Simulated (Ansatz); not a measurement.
# C₃H₅Al: taking an electron away

One table from this session's results is given with a row withheld; the runs are named, their logs left out.

Method: unrestricted cation, the program's frozen cores in correlated methods; program: Ansatz 0.2.0, Gaussian basis.

The runs, in order: UKS PBE-D4/def2-TZVPP; UKS r2SCAN-D4/def2-TZVPP; UKS PBE0-D4/def2-TZVPP; UKS B3LYP-D4/def2-TZVPP; UKS wB97X-V/def2-TZVPP; UKS wB97M-V/def2-TZVPP; UKS B2PLYP/def2-TZVPP; UHF-CCSD(T)/def2-TZVPP; UHF-CCSD(T)/def2-QZVPP; extrapolation to the limit; then −ε(HOMO) from the neutral's earlier runs with LDA (SPW92), PBE-D4, revPBE-D4, BLYP-D4, r2SCAN-D4, B97M-V, PBE0-D4, B3LYP-D4, r2SCANh-D4, r2SCAN0-D4, HSE06-D4, BHLYP-D4, CAM-B3LYP-D4, LC-ωPBE, ωB97X-V, ωB97M-V.

**The geometry**

The geometry comes from an earlier relaxation with PBE0-D4 in a triple-zeta def2 set; it is a stationary point, not always the lowest conformer.

SMILES `C#[C][AlH][CH3]`, 9 atoms, charge 0, spin multiplicity 1.

Atoms are counted from 1 here; the program's logs count them from 0.

Bond lengths: C1–C2 1.211 Å, C1–H5 1.067 Å, C2–Al3 1.913 Å, Al3–C4 1.944 Å, Al3–H6 1.583 Å, C4–H7 1.095 Å, C4–H8 1.095 Å, C4–H9 1.092 Å. Angles: C2–C1–H5 179.9°, C1–C2–Al3 179.8°, C2–Al3–C4 118.7°, C2–Al3–H6 117.5°, C4–Al3–H6 123.8°, Al3–C4–H7 110.4°, Al3–C4–H8 110.7°, Al3–C4–H9 113.1°, H7–C4–H8 106.2°, H7–C4–H9 107.9°, H8–C4–H9 108.2°.

Set-up of the first run:

File in.yaml:

```yaml
crystal:
  periodic: [false, false, false]
  atoms:
    - {symbol: C, position_ang: [1.587296, 0.633465, -2.160045]}
    - {symbol: C, position_ang: [1.029663, 0.616426, -1.084922]}
    - {symbol: Al, position_ang: [0.148190, 0.584591, 0.612052]}
    - {symbol: C, position_ang: [-1.118885, -0.842857, 0.978578]}
    - {symbol: H, position_ang: [2.079383, 0.650421, -3.106336]}
    - {symbol: H, position_ang: [0.497202, 1.737276, 1.639964]}
    - {symbol: H, position_ang: [-1.954611, -0.803145, 0.271686]}
    - {symbol: H, position_ang: [-0.649016, -1.822357, 0.842711]}
    - {symbol: H, position_ang: [-1.530821, -0.800122, 1.989112]}
basis:
  gaussian: {orbitals: def2-TZVPP}
total_charge: 1
magnetization: {spin_polarized: true, initial_magnetization: 1}
hamiltonian: {xc: pbe, dispersion: d4}
```

Run with:

```sh
$ ansatz run in.yaml --threads 2 --pin off --events-out ev --progress --plain --max-ram 20480MiB --backend cpu
```

Steps of the session up to this table: Cation, UKS PBE-D4/def2-TZVPP; Cation, UKS r2SCAN-D4/def2-TZVPP; Cation, UKS PBE0-D4/def2-TZVPP; Cation, UKS B3LYP-D4/def2-TZVPP; Cation, UKS wB97X-V/def2-TZVPP; Cation, UKS wB97M-V/def2-TZVPP; Cation, UKS B2PLYP (frozen core)/def2-TZVPP; Cation, UHF-CCSD(T)/def2-TZVPP; Cation, UHF-CCSD(T)/def2-QZVPP.

One table of the session follows, with a row left open; its other results are not shown here.

For comparison, −ε(HOMO) of the neutral from earlier runs:

| functional | −ε(HOMO) (eV) |
| --- | --- |
| LDA (SPW92) | 6.74 |
| PBE-D4 | 6.60 |
| revPBE-D4 | 6.55 |
| BLYP-D4 | 6.46 |
| r2SCAN-D4 | 6.85 |
| B97M-V | 6.88 |
| PBE0-D4 | 7.81 |
| B3LYP-D4 | 7.59 |
| r2SCANh-D4 | 7.30 |
| r2SCAN0-D4 | 7.98 |
| HSE06-D4 | 7.41 |
| BHLYP-D4 | 8.89 |
| CAM-B3LYP-D4 | 9.17 |
| LC-ωPBE | 10.58 |
| ωB97X-V | ? |
| ωB97M-V | 10.03 |

Estimate the missing values for ωB97X-V.

**Answer.** −ε(HOMO) (eV): 10.18. In the column «−ε(HOMO) (eV)» it lies between ωB97M-V (10.03) and LC-ωPBE (10.58).
